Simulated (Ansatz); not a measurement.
# EuSb: energy and pressure over a range of volumes

How stiff is EuSb, and at what volume does the pressure vanish? The cell is scaled evenly, atoms carried along, and solved with LAPW, PAW and all-electron datasets made for the crystal.

Method: DFT PBE, scalar-relativistic, in Ansatz 0.2.0.

1 further run of the same task is left out (set aside as unsound or not needed).

**1. The starting structure**

Symmetry: F-43m, No. 216, cubic system. Conventional cell: a = 7.262 Å, b = 7.262 Å, c = 7.262 Å, α = 90.00°, β = 90.00°, γ = 90.00°. Eu (site symmetry -43m) is surrounded by 4 Sb at 3.14 Å. Around Sb (site symmetry -43m) lie 4 Eu at 3.14 Å.

Structure file:

```xyz
2
Lattice="0.0000 3.6311 3.6311 3.6311 0.0000 3.6311 3.6311 3.6311 0.0000" Properties=species:S:1:pos:R:3 pbc="T T T"
Eu    0.0000    0.0000    0.0000
Sb    1.8155    1.8155    1.8155
```

The cell was relaxed by PAW from a hypothetical start (zincblende type); it needn't be the stable phase of this composition.

Atoms are numbered in the order of the input: Eu1, Sb2.

**2. Volume × 0.96, LAPW**

File input.yaml:

```yaml
crystal:
  lattice:
    - [0.0, 3.5819794278, 3.5819794278]
    - [3.5819794278, 0.0, 3.5819794278]
    - [3.5819794278, 3.5819794278, 0.0]
  atoms:
    - { symbol: Eu, position: [0.0, 0.0, 0.0], spin: 7.0 }
    - { symbol: Sb, position: [0.25, 0.25, 0.25] }
magnetization:
  spin_polarized: true
kpoints:
  mp_grid: { grid: [9, 9, 9] }
scf:
  occupations: { method: fermi_dirac, width: 0.03 }
hamiltonian:
  xc: pbe
  pseudopotentials: { kind: all_electron, lapw: { basis_error: 0.0005 } }
output:
  forces: true
  stress: true
  eigenvalues: true
```

**3. Volume × 0.96, PAW**

Edit input.yaml of step 2 so:

```diff
@@ -16,3 +16,3 @@
   xc: pbe
-  pseudopotentials: { kind: all_electron, lapw: { basis_error: 0.0005 } }
+  pseudopotentials: { kind: paw }
 output:
@@ -21 +21,2 @@
   eigenvalues: true
+  efg: { contact_densities: true }
```

**4. Volume × 0.96, crystal datasets**

Edit input.yaml of step 3 so:

```diff
@@ -16,3 +16,3 @@
   xc: pbe
-  pseudopotentials: { kind: paw }
+  pseudopotentials: { kind: all_electron, datasets: crystal }
 output:
```

**5. Volume × 0.98, LAPW**

File input.yaml:

```yaml
crystal:
  lattice:
    - [0.0, 3.6066835148, 3.6066835148]
    - [3.6066835148, 0.0, 3.6066835148]
    - [3.6066835148, 3.6066835148, 0.0]
  atoms:
    - { symbol: Eu, position: [0.0, 0.0, 0.0], spin: 7.0 }
    - { symbol: Sb, position: [0.25, 0.25, 0.25] }
magnetization:
  spin_polarized: true
kpoints:
  mp_grid: { grid: [9, 9, 9] }
scf:
  occupations: { method: fermi_dirac, width: 0.03 }
hamiltonian:
  xc: pbe
  pseudopotentials: { kind: all_electron, lapw: { basis_error: 0.0005 } }
output:
  forces: true
  stress: true
  eigenvalues: true
```

**6. Volume × 0.98, PAW**

Edit input.yaml of step 5 so:

```diff
@@ -16,3 +16,3 @@
   xc: pbe
-  pseudopotentials: { kind: all_electron, lapw: { basis_error: 0.0005 } }
+  pseudopotentials: { kind: paw }
 output:
@@ -21 +21,2 @@
   eigenvalues: true
+  efg: { contact_densities: true }
```

**7. Volume × 1.02, LAPW**

File input.yaml:

```yaml
crystal:
  lattice:
    - [0.0, 3.6551011516, 3.6551011516]
    - [3.6551011516, 0.0, 3.6551011516]
    - [3.6551011516, 3.6551011516, 0.0]
  atoms:
    - { symbol: Eu, position: [0.0, 0.0, 0.0], spin: 7.0 }
    - { symbol: Sb, position: [0.25, 0.25, 0.25] }
magnetization:
  spin_polarized: true
kpoints:
  mp_grid: { grid: [9, 9, 9] }
scf:
  occupations: { method: fermi_dirac, width: 0.03 }
hamiltonian:
  xc: pbe
  pseudopotentials: { kind: all_electron, lapw: { basis_error: 0.0005 } }
output:
  forces: true
  stress: true
  eigenvalues: true
```

**8. Volume × 1.02, PAW**

Edit input.yaml of step 7 so:

```diff
@@ -16,3 +16,3 @@
   xc: pbe
-  pseudopotentials: { kind: all_electron, lapw: { basis_error: 0.0005 } }
+  pseudopotentials: { kind: paw }
 output:
@@ -21 +21,2 @@
   eigenvalues: true
+  efg: { contact_densities: true }
```

**9. Volume × 1.04, LAPW**

File input.yaml:

```yaml
crystal:
  lattice:
    - [0.0, 3.6788362397, 3.6788362397]
    - [3.6788362397, 0.0, 3.6788362397]
    - [3.6788362397, 3.6788362397, 0.0]
  atoms:
    - { symbol: Eu, position: [0.0, 0.0, 0.0], spin: 7.0 }
    - { symbol: Sb, position: [0.25, 0.25, 0.25] }
magnetization:
  spin_polarized: true
kpoints:
  mp_grid: { grid: [9, 9, 9] }
scf:
  occupations: { method: fermi_dirac, width: 0.03 }
hamiltonian:
  xc: pbe
  pseudopotentials: { kind: all_electron, lapw: { basis_error: 0.0005 } }
output:
  forces: true
  stress: true
  eigenvalues: true
```

**10. Volume × 1.04, PAW**

Edit input.yaml of step 9 so:

```diff
@@ -16,3 +16,3 @@
   xc: pbe
-  pseudopotentials: { kind: all_electron, lapw: { basis_error: 0.0005 } }
+  pseudopotentials: { kind: paw }
 output:
@@ -21 +21,2 @@
   eigenvalues: true
+  efg: { contact_densities: true }
```

**11. Volume × 1.04, crystal datasets**

Edit input.yaml of step 10 so:

```diff
@@ -16,3 +16,3 @@
   xc: pbe
-  pseudopotentials: { kind: paw }
+  pseudopotentials: { kind: all_electron, datasets: crystal }
 output:
```

(Steps that only read results are left out.)

Before running it: what results should come out? Wanted: equilibrium volume; bulk modulus (for each run or level that gives them).

The runs gave:

```
                      quantity           value
     equilibrium volume (LAPW)  47.986 Å³/atom
           bulk modulus (LAPW)        21.8 GPa
its pressure derivative (LAPW)             4.3
      equilibrium volume (PAW)  47.893 Å³/atom
            bulk modulus (PAW)        21.9 GPa
 its pressure derivative (PAW)             4.3
```

In words: By LAPW, the pressure vanishes at 47.99 Å³/atom (+0.2 % from the starting cell) and the bulk modulus there is 21.8 GPa (Birch-Murnaghan, third order). PAW's volume lies -0.19 % and its modulus +0.5 % from LAPW's. The moment on Eu1 goes from 6.57 to 6.61 μB as the cell expands. No thermal or zero-point expansion is included. The magnetic state is the one reached from the start moments in this cell; it needn't be the ground state. Spin-orbit coupling is left out, though the cell holds Eu; in elements this heavy it can shift bands and gaps by tenths of an eV. No U acts on the open 4f shell, so gap, moments and field gradients hold for the method alone: without a U such a shell tends to sit at the Fermi level.
